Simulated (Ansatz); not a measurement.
**C₂H₆AlBFN: shape, modes and thermochemistry**

Aim: relax C₂H₆AlBFN from a cheap starting geometry, check the end point by its vibrations and derive ideal-gas thermochemistry, and look at its orbitals and charge.

Program: Ansatz 0.2.0, Gaussian basis. Level of theory: RKS PBE0-D4/def2-TZVP. These are calculated values, not measurements.

Levels to be run: relaxation at PBE-D4/def2-SVP; relaxation at PBE0-D4/def2-TZVP; harmonic vibrations at the same level; a single point in def2-TZVPP for the fields.

### 1 Starting geometry

SMILES `N[CH]1B[CH](F)[AlH]1`, 12 atoms, charge 0, spin multiplicity 1.

Atoms are counted from 1 here; the program's logs count them from 0.

Bond lengths: N1–C2 1.483 Å, N1–H7 1.002 Å, N1–H8 1.046 Å, C2–B3 1.602 Å, C2–Al6 1.974 Å, C2–H9 1.159 Å, B3–C4 1.547 Å, B3–H10 1.209 Å, C4–F5 1.423 Å, C4–Al6 2.016 Å, C4–H11 1.060 Å, Al6–H12 1.586 Å. Angles: C2–N1–H7 109.1°, C2–N1–H8 103.1°, H7–N1–H8 108.7°, N1–C2–B3 109.3°, N1–C2–Al6 114.2°, N1–C2–H9 110.2°, B3–C2–Al6 98.3°, B3–C2–H9 112.8°, Al6–C2–H9 111.7°, C2–B3–C4 93.2°, C2–B3–H10 132.6°, C4–B3–H10 134.0°, B3–C4–F5 110.5°, B3–C4–Al6 98.4°, B3–C4–H11 117.4°, F5–C4–Al6 107.3°, F5–C4–H11 112.6°, Al6–C4–H11 109.3° and more.

As a file:

```
N    -0.4190   -1.5699    0.9387
C     0.0472   -0.1822    0.7034
B     1.1355   -0.1825   -0.4727
C     0.3035    0.7715   -1.3623
F    -0.1428    0.0974   -2.5335
Al   -1.2938    0.9882   -0.1510
H     0.3235   -2.0992    1.3535
H    -1.1790   -1.4470    1.6466
H     0.4509    0.2776    1.6878
H     2.2279   -0.6889   -0.5765
H     0.7160    1.7253   -1.5725
H    -2.0928    2.2546    0.3725
```

The start is a force-field geometry with small random shifts, so a cheaper pass at PBE-D4/def2-SVP comes first.

### 2 Relaxation at PBE-D4/def2-SVP (cheap first pass)

in.yaml reads:

```yaml
crystal:
  periodic: [false, false, false]
  atoms:
    - {symbol: N, position_ang: [-0.419000, -1.569900, 0.938700]}
    - {symbol: C, position_ang: [0.047200, -0.182200, 0.703400]}
    - {symbol: B, position_ang: [1.135500, -0.182500, -0.472700]}
    - {symbol: C, position_ang: [0.303500, 0.771500, -1.362300]}
    - {symbol: F, position_ang: [-0.142800, 0.097400, -2.533500]}
    - {symbol: Al, position_ang: [-1.293800, 0.988200, -0.151000]}
    - {symbol: H, position_ang: [0.323500, -2.099200, 1.353500]}
    - {symbol: H, position_ang: [-1.179000, -1.447000, 1.646600]}
    - {symbol: H, position_ang: [0.450900, 0.277600, 1.687800]}
    - {symbol: H, position_ang: [2.227900, -0.688900, -0.576500]}
    - {symbol: H, position_ang: [0.716000, 1.725300, -1.572500]}
    - {symbol: H, position_ang: [-2.092800, 2.254600, 0.372500]}
basis:
  gaussian: {orbitals: def2-SVP}
hamiltonian: {xc: pbe, dispersion: d4}
relax: {f_tol: 0.03, max_steps: 200}
```

Command:

```
> ansatz run in.yaml --threads 4 --pin off --events-out ev --progress --plain --max-ram 10444MiB
```

What it wrote, cut to the lines that bear on the results:

```text
Functional definition: PBE
  name "PBE"
  cite "Perdew, Burke & Ernzerhof, Phys. Rev. Lett. 77, 3865 (1996) doi:10.1103/PhysRevLett.77.3865"
  parent pbe
[...]
1331 factors; their error is unknown
[...]
mean field -13628.21780756 eV, -500.8277668900 hartree, gradient 3.9e-5 eV, S^2 0.000000; 1 other end points of the search recorded, 0 dependent functions left out
[...]
reference -13628.21785088 eV, -500.8277684821 hartree; 26, 26 occupied and 92, 92 virtual orbitals, 1331 factors
relax step   1: F+E_penalty+E_count = -13628.47950791 eV  Δ(F+E_penalty+E_count) = +0.000e0 eV  max|allowed force component| = 3.403e0 eV/Å  Δτ_max = 0.0000 Å  (45 SCF iters, accepted)
[...]
relax step   5: F+E_penalty+E_count = -13630.37267438 eV  Δ(F+E_penalty+E_count) = -1.915e-1 eV  max|allowed force component| = 1.054e0 eV/Å  Δτ_max = 0.1908 Å  (35 SCF iters, accepted)
[...]
relax step   9: F+E_penalty+E_count = -13631.06919510 eV  Δ(F+E_penalty+E_count) = -2.180e-1 eV  max|allowed force component| = 6.292e-1 eV/Å  Δτ_max = 0.1949 Å  (35 SCF iters, accepted)
[...]
relax step  13: F+E_penalty+E_count = -13631.32771376 eV  Δ(F+E_penalty+E_count) = +3.425e-3 eV  max|allowed force component| = 3.054e-1 eV/Å  Δτ_max = 0.0749 Å  (30 SCF iters, rejected (line search))
[...]
1331 factors; their error is unknown
[...]
mean field -13631.07546295 eV, -500.9327837886 hartree, gradient 2.8e-5 eV, S^2 0.000000; 1 other end points of the search recorded, 0 dependent functions left out
[...]
reference -13631.07550357 eV, -500.9327852812 hartree; 26, 26 occupied and 92, 92 virtual orbitals, 1331 factors
Total energy: -13631.34351112 eV, -500.9426343771 hartree
Atom 0 at    -0.593648    -0.965886     1.116914 Å, force     0.006911     0.011558     0.001276 eV/Å
Atom 1 at     0.498353     0.099174     1.000574 Å, force    -0.004286    -0.003959     0.010012 eV/Å
Atom 2 at     1.062401    -0.202047    -0.481686 Å, force    -0.017067    -0.019298     0.002696 eV/Å
Atom 3 at     0.481614     0.753439    -1.484119 Å, force    -0.002902     0.002730    -0.017761 eV/Å
Atom 4 at     0.466132     0.587721    -2.839906 Å, force     0.001993     0.001302     0.007886 eV/Å
Atom 5 at    -1.044950     0.658185    -0.027250 Å, force     0.004422    -0.003818    -0.002187 eV/Å
Atom 6 at    -0.309564    -1.925947     0.856100 Å, force    -0.000932    -0.003415    -0.003887 eV/Å
Atom 7 at    -1.042657    -0.998793     2.042823 Å, force     0.001861     0.000867    -0.000389 eV/Å
Atom 8 at     1.147873     0.210854     1.884021 Å, force     0.000122    -0.000295    -0.001959 eV/Å
Atom 9 at     1.515725    -1.297607    -0.798471 Å, force     0.007880     0.007082     0.003046 eV/Å
Atom 10 at     0.445326     1.845663    -1.214818 Å, force    -0.000216     0.007192     0.000697 eV/Å
Atom 11 at    -2.549506     1.180146    -0.020183 Å, force     0.002213     0.000053     0.000571 eV/Å
Dipole moment:    -0.265550    -0.260391     0.642920 e Å
```

It took 22 s on 4 threads, shared host.

Along the way: (the energy doesn't fall at every step)

```tsv
step	energy from step 1 (eV)	largest force component (eV/Å)
1	0.0000	3.4033
2	-1.3142	1.0322
3	-1.5508	0.9632
4	-1.7017	1.0164
5	-1.8932	1.0538
6	-2.0520	1.1968
7	-2.1931	0.8468
8	-2.3717	0.5677
9	-2.5897	0.6292
10	-2.7753	0.6894
11	-2.7998	0.8821
12	-2.8516	0.2424
13	-2.8482	0.3054
14	-2.8601	0.0568
15	-2.8629	0.0581
16	-2.8638	0.0402
17	-2.8640	0.0193
```

Close pairs (by a distance rule), those that changed most:

```tsv
bond	before (Å)	after (Å)	change (Å)
N1–Al6	2.915	2.037	-0.878
B3–Al6	2.716	2.321	-0.395
C4–Al6	2.016	2.112	+0.096
C4–H11	1.060	1.126	+0.065
C4–F5	1.423	1.366	-0.057
C2–H9	1.159	1.102	-0.057
N1–C2	1.483	1.530	+0.047
B3–C4	1.547	1.502	-0.045
```

### 3 Optimising with PBE0-D4/def2-TZVP

in.yaml reads:

```yaml
crystal:
  periodic: [false, false, false]
  atoms:
    - {symbol: N, position_ang: [-0.593648, -0.965886, 1.116914]}
    - {symbol: C, position_ang: [0.498353, 0.099174, 1.000574]}
    - {symbol: B, position_ang: [1.062401, -0.202047, -0.481686]}
    - {symbol: C, position_ang: [0.481614, 0.753439, -1.484119]}
    - {symbol: F, position_ang: [0.466132, 0.587721, -2.839906]}
    - {symbol: Al, position_ang: [-1.044950, 0.658185, -0.027250]}
    - {symbol: H, position_ang: [-0.309564, -1.925947, 0.856100]}
    - {symbol: H, position_ang: [-1.042657, -0.998793, 2.042823]}
    - {symbol: H, position_ang: [1.147873, 0.210854, 1.884021]}
    - {symbol: H, position_ang: [1.515725, -1.297607, -0.798471]}
    - {symbol: H, position_ang: [0.445326, 1.845663, -1.214818]}
    - {symbol: H, position_ang: [-2.549506, 1.180146, -0.020183]}
basis:
  gaussian: {orbitals: def2-TZVP}
hamiltonian: {xc: pbe0, dispersion: d4}
relax: {f_tol: 0.005, max_steps: 150}
```

The command is unchanged.

What it wrote, cut to the lines that bear on the results:

```text
Functional definition: PBE0
  name "PBE0"
  cite "Adamo & Barone, J. Chem. Phys. 110, 6158 (1999) doi:10.1063/1.478522"
  cite "Perdew, Burke & Ernzerhof, Phys. Rev. Lett. 77, 3865 (1996) doi:10.1103/PhysRevLett.77.3865"
  parent pbe
[...]
1383 factors; their error is unknown
[...]
mean field -13642.59710678 eV, -501.3561963899 hartree, gradient 2.2e-5 eV, S^2 0.000000; 0 other end points of the search recorded, 0 dependent functions left out
[...]
reference -13642.59714210 eV, -501.3561976879 hartree; 26, 26 occupied and 202, 202 virtual orbitals, 1383 factors
relax step   1: F+E_penalty+E_count = -13642.82245578 eV  Δ(F+E_penalty+E_count) = +0.000e0 eV  max|allowed force component| = 6.719e-1 eV/Å  Δτ_max = 0.0000 Å  (30 SCF iters, accepted)
[...]
Atom 2 at     1.072797    -0.196172    -0.468981 Å, force    -0.000520     0.001030     0.000763 eV/Å
Atom 3 at     0.450447     0.726443    -1.459989 Å, force    -0.002140    -0.002371    -0.002307 eV/Å
Atom 4 at     0.429513     0.541699    -2.812018 Å, force     0.000248     0.000526     0.001136 eV/Å
Atom 5 at    -1.045681     0.649157    -0.013605 Å, force     0.002555     0.000377     0.000462 eV/Å
Atom 6 at    -0.313823    -1.887782     0.802962 Å, force    -0.000394    -0.000657     0.000583 eV/Å
Atom 7 at    -1.037385    -0.994619     1.992559 Å, force    -0.000610    -0.000042    -0.000261 eV/Å
Atom 8 at     1.119924     0.189216     1.875137 Å, force    -0.000850     0.001288     0.000060 eV/Å
Atom 9 at     1.571450    -1.254566    -0.759336 Å, force     0.000251     0.000018    -0.000116 eV/Å
Atom 10 at     0.458908     1.807767    -1.226565 Å, force     0.000919     0.000434     0.001430 eV/Å
Atom 11 at    -2.523740     1.200468     0.028933 Å, force    -0.000652    -0.000168     0.000420 eV/Å
Dipole moment:    -0.252057    -0.267448     0.694878 e Å
```

It took 22 s on 4 threads, shared host; peak memory 0.67 GiB.

Relaxation path:

```tsv
step	energy from step 1 (eV)	largest force component (eV/Å)
1	0.0000	0.6719
2	-0.0461	0.2165
3	-0.0539	0.0896
4	-0.0549	0.0439
5	-0.0553	0.0376
6	-0.0554	0.0148
7	-0.0555	0.0075
8	-0.0555	0.0038
```

Distances of close pairs at the start and the end, largest changes first:

```tsv
bond	before (Å)	after (Å)	change (Å)
N1–Al6	2.037	1.990	-0.047
C4–Al6	2.112	2.082	-0.030
B3–H10	1.227	1.205	-0.022
C2–Al6	1.937	1.915	-0.021
C4–H11	1.126	1.106	-0.019
C2–H9	1.102	1.084	-0.019
N1–H7	1.035	1.017	-0.018
N1–H8	1.030	1.013	-0.016
```

Mulliken charges of the relaxed molecule (report file):

```tsv
atom	value (e)
N1	-0.36
C2	-0.37
B3	-0.01
C4	0.03
F5	-0.22
Al6	0.29
H7	0.25
H8	0.24
H9	0.12
H10	0.01
H11	0.12
H12	-0.11
```

### 4 Force constants and modes

in.yaml reads:

```yaml
crystal:
  periodic: [false, false, false]
  atoms:
    - {symbol: N, position_ang: [-0.598306, -0.951899, 1.080388]}
    - {symbol: C, position_ang: [0.492996, 0.115191, 0.994514]}
    - {symbol: B, position_ang: [1.072797, -0.196172, -0.468981]}
    - {symbol: C, position_ang: [0.450447, 0.726443, -1.459989]}
    - {symbol: F, position_ang: [0.429513, 0.541699, -2.812018]}
    - {symbol: Al, position_ang: [-1.045681, 0.649157, -0.013605]}
    - {symbol: H, position_ang: [-0.313823, -1.887782, 0.802962]}
    - {symbol: H, position_ang: [-1.037385, -0.994619, 1.992559]}
    - {symbol: H, position_ang: [1.119924, 0.189216, 1.875137]}
    - {symbol: H, position_ang: [1.571450, -1.254566, -0.759336]}
    - {symbol: H, position_ang: [0.458908, 1.807767, -1.226565]}
    - {symbol: H, position_ang: [-2.523740, 1.200468, 0.028933]}
basis:
  gaussian: {orbitals: def2-TZVP}
hamiltonian: {xc: pbe0, dispersion: d4}
phonons: {temperatures: {t_min: 298.15, t_max: 900, t_step: 200}}
```

The command is unchanged.

What it wrote, cut to the lines that bear on the results:

```text
Functional definition: PBE0
  name "PBE0"
  cite "Adamo & Barone, J. Chem. Phys. 110, 6158 (1999) doi:10.1063/1.478522"
  cite "Perdew, Burke & Ernzerhof, Phys. Rev. Lett. 77, 3865 (1996) doi:10.1103/PhysRevLett.77.3865"
  parent pbe
[...]
1383 factors; their error is unknown
[...]
mean field -13642.65109188 eV, -501.3581803056 hartree, gradient 2.1e-5 eV, S^2 0.000000; 0 other end points of the search recorded, 0 dependent functions left out
[...]
reference -13642.65112714 eV, -501.3581816014 hartree; 26, 26 occupied and 202, 202 virtual orbitals, 1383 factors
[...]
1383 factors; their error is unknown
mean field -13642.65100720 eV, -501.3581771938 hartree, gradient 1.2e-6 eV, S^2 0.000000; 0 other end points of the search recorded, 0 dependent functions left out
[...]
reference -13642.65104246 eV, -501.3581784895 hartree; 26, 26 occupied and 202, 202 virtual orbitals, 1383 factors
[...]
Atom 5 at    -1.045681     0.649157    -0.013605 Å, force     0.002558     0.000383     0.000466 eV/Å
Atom 6 at    -0.313823    -1.887782     0.802962 Å, force    -0.000385    -0.000612     0.000578 eV/Å
Atom 7 at    -1.037385    -0.994619     1.992559 Å, force    -0.000608    -0.000041    -0.000271 eV/Å
Atom 8 at     1.119924     0.189216     1.875137 Å, force    -0.000857     0.001288     0.000060 eV/Å
Atom 9 at     1.571450    -1.254566    -0.759336 Å, force     0.000260     0.000032    -0.000140 eV/Å
Atom 10 at     0.458908     1.807767    -1.226565 Å, force     0.000926     0.000452     0.001424 eV/Å
Atom 11 at    -2.523740     1.200468     0.028933 Å, force    -0.000650    -0.000164     0.000418 eV/Å
Dipole moment:    -0.252056    -0.267447     0.694878 e Å
Vibrations: 128.23 244.39 302.57 350.11 415.38 438.43 486.12 505.46 525.12 664.35 686.02 746.62 786.54 863.20 885.90 949.76 962.28 1017.36 1067.40 1111.62 1231.14 1235.28 1394.26 1623.83 1946.89 2550.07 2977.93 3187.56 3458.90 3575.38 cm⁻¹, zero-point energy 2.251434 eV
```

It took 2.7 min on 4 threads, shared host; peak memory 0.73 GiB.

Motions are named by where the mode's potential energy lies. The modes, unscaled (a negative number is an imaginary wavenumber):

```tsv
mode	cm⁻¹	motion
1	128	bend
2	244	bend
3	303	bend
4	350	bend
5	415	bend with Al–N stretch
6	438	bend
7	486	bend
8	505	bend
9	525	bend with Al–C stretch
10	664	bend
11	686	bend
12	747	bend
13	787	bend
14	863	bend
15	886	bend with C–N stretch
16	950	bend
17	962	bend
18	1017	bend
19	1067	bend with C–F stretch
20	1112	bend
21	1231	bend
22	1235	bend
23	1394	bend with B–C stretch
24	1624	bend
25	1947	Al–H stretch
26	2550	B–H stretch
27	2978	C–H stretch
28	3188	C–H stretch
29	3459	N–H stretch
30	3575	N–H stretch
```

From these modes and the moments of inertia (298.15 K, 1 bar, symmetry number 1):

```tsv
term	value
zero-point energy	217.2 kJ/mol
H(298) − E	237.5 kJ/mol
entropy, translation	166.4 J/(mol K)
entropy, rotation	113.3 J/(mol K)
entropy, vibration	54.3 J/(mol K)
entropy, total	334.0 J/(mol K)
```

### 5 A single point for the fields

in.yaml: that of step 4 with these lines changed.

```diff
@@ -16,4 +16,4 @@
 basis:
-  gaussian: {orbitals: def2-TZVP}
+  gaussian: {orbitals: def2-TZVPP}
 hamiltonian: {xc: pbe0, dispersion: d4}
-phonons: {temperatures: {t_min: 298.15, t_max: 900, t_step: 200}}
+output: {orbitals: {seedname: orbitals}}
```

Same command.

What it wrote:

```text
Functional definition: PBE0
  name "PBE0"
  cite "Adamo & Barone, J. Chem. Phys. 110, 6158 (1999) doi:10.1063/1.478522"
  cite "Perdew, Burke & Ernzerhof, Phys. Rev. Lett. 77, 3865 (1996) doi:10.1103/PhysRevLett.77.3865"
  parent pbe
  parameter a = 0.25
  parameter kappa = 0.804
  parameter beta = 0.06672455060314922
  exchange = (1 - a)*pbe_x(kappa = kappa, mu = beta*pi^2/3) + a*exact_x
  correlation = pbe_c(beta = beta)
1494 factors; their error is unknown
mean field evaluation 1: about -13632.2654 eV, gradient 6.7e1 eV
mean field evaluation 2: about -13617.4326 eV, gradient 9.9e1 eV
mean field evaluation 4: about -13642.5894 eV, gradient 7.6e0 eV
mean field evaluation 8: about -13642.7126 eV, gradient 1.0e-1 eV
mean field evaluation 16: about -13642.7287 eV, gradient 1.3e-4 eV
mean field -13642.72869832 eV, -501.3610322895 hartree, gradient 4.1e-5 eV, S^2 0.000000; 0 other end points of the search recorded, 0 dependent functions left out
reference -13642.72873366 eV, -501.3610335884 hartree; 26, 26 occupied and 255, 255 virtual orbitals, 1494 factors
Total energy: -13642.95559865 eV, -501.3693707228 hartree
```

It took 2.2 s on 4 threads, shared host; peak memory 0.76 GiB.

The fields below are evaluated on a grid from the run's orbitals.

Frontier orbitals at PBE0-D4/def2-TZVPP, with the share of their density that lies nearest to each atom:

```tsv
orbital	energy (eV)	lies on
HOMO	-6.58	C2 48 %; Al6 14 %; H9, H10 about 7 % each
LUMO	-0.77	B3 31 %; H8, H10 about 10 % each; Al6 10 %
```

ELF in a plane through or near 5 of the atoms.

Ten even steps from '0' (0.00) to '9' (1.00):
```
0000000000000000000000000000
0000000000000000000000000000
0000000000000000000000000000
0000000000002100000000000000
0000000001489861000000000000
0000000002699983000000000000
0000000002599972000000000000
0000000014542553100000000000
0000133128946275444210000000
0001355442385454787664300000
0000244342374123666999610000
0000000047861751344898600000
0000000014523771000122100000
0000000000134347510000000000
0000000000289999972000000000
0000000000499999994000000000
0000000000289999972000000000
0000000000026887400000000000
0000000000000000000000000000
0000000000000000000000000000
```
The map spans 10.8 Å across and 10.8 Å up, centred on the molecule. Atoms in the plane (x, y in Å): B3 (-0.6, 1.0), C4 (-1.7, 0.0), Al6 (0.0, -1.2), H8 (2.4, -0.4), H12 (0.1, -2.8).

On the surface of density 0.002 e/bohr³ the electrostatic potential runs, from the 1st to the 99th percentile, from -1.23 V near F5 to 2.19 V near H8.

### 6 Outcome

| quantity | value |
| --- | --- |
| point group | C1 |
| steps | 17 + 8 |
| shift from the start (rms) | 0.684 Å |
| total energy | -13642.8780 eV |
| dispersion term | -227 meV |
| dipole moment | 3.78 D |
| lowest, highest wavenumber | 128, 3575 cm⁻¹ |
| zero-point energy | 217.2 kJ/mol |
| entropy at 298.15 K | 334.0 J/(mol K) |
| HOMO, LUMO | -6.58, -0.77 eV |

In words: The relaxed geometry lies 0.68 Å (rms) from the start; the bond that changed most is N1–Al6, from 2.915 to 1.990 Å. The bonds at the end are not those of the start, so the run found another structure. All wavenumbers are real, so the end point is a minimum. The stiffest mode, 3575 cm⁻¹, is an N–H stretch. Harmonic hybrid wavenumbers usually lie a few per cent above measured fundamentals. The largest Mulliken charge, -0.37 e, sits on C2. The HOMO lies mostly on C2 48 %; Al6 14 % and the LUMO on B3 31 %; H8, H10 about 10 % each.
